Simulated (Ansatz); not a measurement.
Turn this script for the Ansatz DFT code, driven from Python into the input file that the command-line program reads.

`ch3b2i.py`
```python
'''Geometry optimisation of CH3B2I.'''

from dataclasses import dataclass
import itertools
import warnings

import ansatz as az
from ase.data import atomic_numbers, covalent_radii
import numpy as np
import pandas as pd


@dataclass
class Options:
    basis: str = 'def2-SVP'
    xc: str = 'pbe0'


settings = Options()

GEOMETRY = '''
I    -2.40100   -1.90390    0.32640
B    -0.67770   -0.58660    0.07570
B     0.99260   -0.33860   -0.25730
C     0.09740    0.80360    0.06210
H     2.11130   -0.74000   -0.51680
H     0.14500    1.26710    1.06710
H    -0.20640    1.43040   -0.80280
'''

warnings.simplefilter('ignore', az.DeckWarning)

molecule = az.Crystal.molecule()
for line in GEOMETRY.strip().splitlines():
    symbol, *xyz = line.split()
    molecule = molecule.atom(symbol, [float(v) for v in xyz])

setup = (
    molecule.calculation()
    .basis(gaussian=settings.basis)
    .functional(settings.xc)
)
symbols = [site.symbol for site in molecule.cartesian_sites]
start = np.array([site.position_ang for site in molecule.cartesian_sites], dtype=float)
summary = setup.relax(force_tolerance=0.02).run().report
end = np.array(summary['positions_ang'])

print('reference energy %16.6f eV' % summary['reference_energy_ev'])
print('total energy     %16.6f eV' % summary['free_energy_ev'])
print('occupied orbitals outside the frozen core (up, down):', summary['n_occupied'], ' frozen:', summary['n_frozen'], ' virtual:', summary['n_virtual'])

# pairs closer than 1.2 times the sum of covalent radii, before or after
radius = [covalent_radii[atomic_numbers[s]] for s in symbols]
span = lambda where, i, j: np.linalg.norm(where[i] - where[j])
bonded = [(i, j) for i, j in itertools.combinations(range(len(symbols)), 2) if min(span(start, i, j), span(end, i, j)) < 1.2 * (radius[i] + radius[j])]
print('pair        before    after (A)')
for i, j in bonded:
    print(f'{symbols[i]}{i}-{symbols[j]}{j}'.ljust(10), f'{span(start, i, j):8.4f} {span(end, i, j):8.4f}')

charges = summary['charge_distribution']
table = pd.DataFrame({'atom': symbols, 'mulliken': charges['mulliken_charges_e'], 'lowdin': charges['lowdin_charges_e']})
print(table.round(3).to_string())
print('dipole (e A):', np.round(charges['dipole_moment_e_ang'], 4) + 0.0)
with open('ch3b2i_opt.xyz', 'w') as handle:
    handle.write(f'{len(symbols)}\nrelaxed CH3B2I\n')
    handle.writelines(f'{s:2s} {x:11.6f} {y:11.6f} {z:11.6f}\n' for s, (x, y, z) in zip(symbols, end))
```

```console
$ python ch3b2i.py
reference energy    -10533.039854 eV
total energy        -10533.039854 eV
occupied orbitals outside the frozen core (up, down): [22, 22]  frozen: 0  virtual: [61, 61]
pair        before    after (A)
I0-B1        2.1836   2.1008
B1-B2        1.7211   1.5565
B1-C3        1.5917   1.4676
B2-C3        1.4859   1.6037
B2-H4        1.2165   1.1995
C3-H5        1.1078   1.0954
C3-H6        1.1105   1.1553
  atom  mulliken  lowdin
0    I    -0.103   0.354
1    B     0.005  -0.588
2    B    -0.136  -0.106
3    C    -0.033   0.144
4    H     0.031   0.034
5    H     0.090   0.061
6    H     0.146   0.101
dipole (e A): [0.3663 0.5359 0.0041]
```

`input.yaml`:
```yaml
crystal:
  periodic: [false, false, false]
  atoms:
    - { symbol: I, position_ang: [-2.401, -1.9039, 0.3264] }
    - { symbol: B, position_ang: [-0.6777, -0.5866, 0.0757] }
    - { symbol: B, position_ang: [0.9926, -0.3386, -0.2573] }
    - { symbol: C, position_ang: [0.0974, 0.8036, 0.0621] }
    - { symbol: H, position_ang: [2.1113, -0.74, -0.5168] }
    - { symbol: H, position_ang: [0.145, 1.2671, 1.0671] }
    - { symbol: H, position_ang: [-0.2064, 1.4304, -0.8028] }
basis:
  gaussian:
    orbitals: def2-SVP
hamiltonian:
  xc: pbe0
relax:
  f_tol: 0.02
```

Notes:
- Total energies depend on the basis set; only differences at equal settings carry meaning.
- The end point is the stationary point reached from this start; no frequency run checks that it is a minimum, and the basis set is modest.
- def2 sets replace the cores of elements past krypton by effective core potentials.
- The Löwdin charges here are taken after orthogonalising the functions within each atom; they differ from plain Löwdin charges, and their signs can be unphysical.
- Finished in 95 s on 1 thread of Arm Neoverse V1, on a shared host, peak memory 0.28 GiB.

(Lines on the test bed's own set-up are left out of the output.)
